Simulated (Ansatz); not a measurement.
# C3H6AlNO: up Jacob's ladder to CCSD(T)

One table from this session's results is given with a row withheld; the runs are named, their logs left out.

The runs use Ansatz 0.2.0, Gaussian basis; functionals in def2-TZVPP, the program's frozen cores in correlated methods.

Plan: LDA (SPW92), PBE-D4, revPBE-D4, BLYP-D4, r2SCAN-D4, B97M-V, PBE0-D4, B3LYP-D4, r2SCANh-D4, r2SCAN0-D4, HSE06-D4, BHLYP-D4, CAM-B3LYP-D4, LC-ωPBE, ωB97X-V, ωB97M-V, B2PLYP, PBE-QIDH; CCSD(T)/def2-SVP; CCSD(T)/def2-TZVPP; MP2/def2-QZVPP; extrapolation to the limit; RPA on PBE.

### The geometry

The geometry comes from an earlier relaxation with PBE0-D4 in a triple-zeta def2 set; it is a stationary point, not always the lowest conformer.

SMILES `[CH3][Al]([CH3])[N]=C=O`, 12 atoms, charge 0, spin multiplicity 1.

Atoms are counted from 1 here; the program's logs count them from 0.

Bond lengths: C1–Al2 1.942 Å, C1–H7 1.095 Å, C1–H8 1.095 Å, C1–H9 1.092 Å, Al2–C3 1.942 Å, Al2–N4 1.784 Å, C3–H10 1.095 Å, C3–H11 1.092 Å, C3–H12 1.095 Å, N4–C5 1.194 Å, C5–O6 1.168 Å. Angles: Al2–C1–H7 110.6°, Al2–C1–H8 110.9°, Al2–C1–H9 113.0°, H7–C1–H8 106.3°, H7–C1–H9 107.8°, H8–C1–H9 108.0°, C1–Al2–C3 127.3°, C1–Al2–N4 116.4°, C3–Al2–N4 116.4°, Al2–C3–H10 110.7°, Al2–C3–H11 113.0°, Al2–C3–H12 110.8°, H10–C3–H11 107.9°, H10–C3–H12 106.3°, H11–C3–H12 107.9°, Al2–N4–C5 180.0°, N4–C5–O6 180.0°.

Set-up of the first run:

in.yaml reads:

```yaml
crystal:
  periodic: [false, false, false]
  atoms:
    - {symbol: C, position_ang: [-0.499275, -1.899989, -0.280100]}
    - {symbol: Al, position_ang: [0.069239, -0.063368, -0.008057]}
    - {symbol: C, position_ang: [1.888268, 0.615947, 0.000104]}
    - {symbol: N, position_ang: [-1.224837, 1.134979, 0.260514]}
    - {symbol: C, position_ang: [-2.090412, 1.937350, 0.440964]}
    - {symbol: O, position_ang: [-2.937445, 2.722397, 0.617502]}
    - {symbol: H, position_ang: [-1.111387, -1.984060, -1.184208]}
    - {symbol: H, position_ang: [-1.127001, -2.240873, 0.549229]}
    - {symbol: H, position_ang: [0.337803, -2.595035, -0.378338]}
    - {symbol: H, position_ang: [2.121189, 1.087662, 0.960287]}
    - {symbol: H, position_ang: [2.634297, -0.161152, -0.181476]}
    - {symbol: H, position_ang: [2.016460, 1.390941, -0.762419]}
basis:
  gaussian: {orbitals: def2-TZVPP}
hamiltonian: {xc: lda}
output: {orbitals: {seedname: orbitals}}
```

Steps of the session up to this table: LDA; PBE-D4 (GGA); revPBE-D4 (GGA); BLYP-D4 (GGA); r2SCAN-D4 (meta-GGA); B97M-V (meta-GGA); PBE0-D4 (hybrid); B3LYP-D4 (hybrid); r2SCANh-D4 (hybrid); r2SCAN0-D4 (hybrid); HSE06-D4 (hybrid); BHLYP-D4 (hybrid); CAM-B3LYP-D4 (range-separated); LC-ωPBE-D4 (range-separated; the results give it without D4); ωB97X-V (range-separated); ωB97M-V (range-separated); B2PLYP (double hybrid); PBE-QIDH (double hybrid).

One table of the session follows, with a row left open; its other results are not shown here.

It belongs to the step «Orbital energies across the functionals». 

```
  functional  HOMO (eV)  gap (eV)
 LDA (SPW92)      -6.68      4.82
      PBE-D4      -6.51      4.92
   revPBE-D4      -6.45      4.99
     BLYP-D4      -6.39      4.89
   r2SCAN-D4      -6.79      5.54
      B97M-V      -6.84      5.47
     PBE0-D4      -7.81      7.01
    B3LYP-D4      -7.59      6.55
  r2SCANh-D4      -7.28      6.29
  r2SCAN0-D4      -8.01      7.40
    HSE06-D4      -7.41      6.24
    BHLYP-D4      -9.02      8.98
CAM-B3LYP-D4      -9.17      9.28
     LC-ωPBE     -10.51     11.75
     ωB97X-V     -10.14     11.25
     ωB97M-V          ?         ?
```

Estimate the missing values for ωB97M-V.

**Answer.** HOMO (eV): -10.01; gap (eV): 10.81. In the column «HOMO (eV)» it lies between ωB97X-V (-10.14) and CAM-B3LYP-D4 (-9.17).
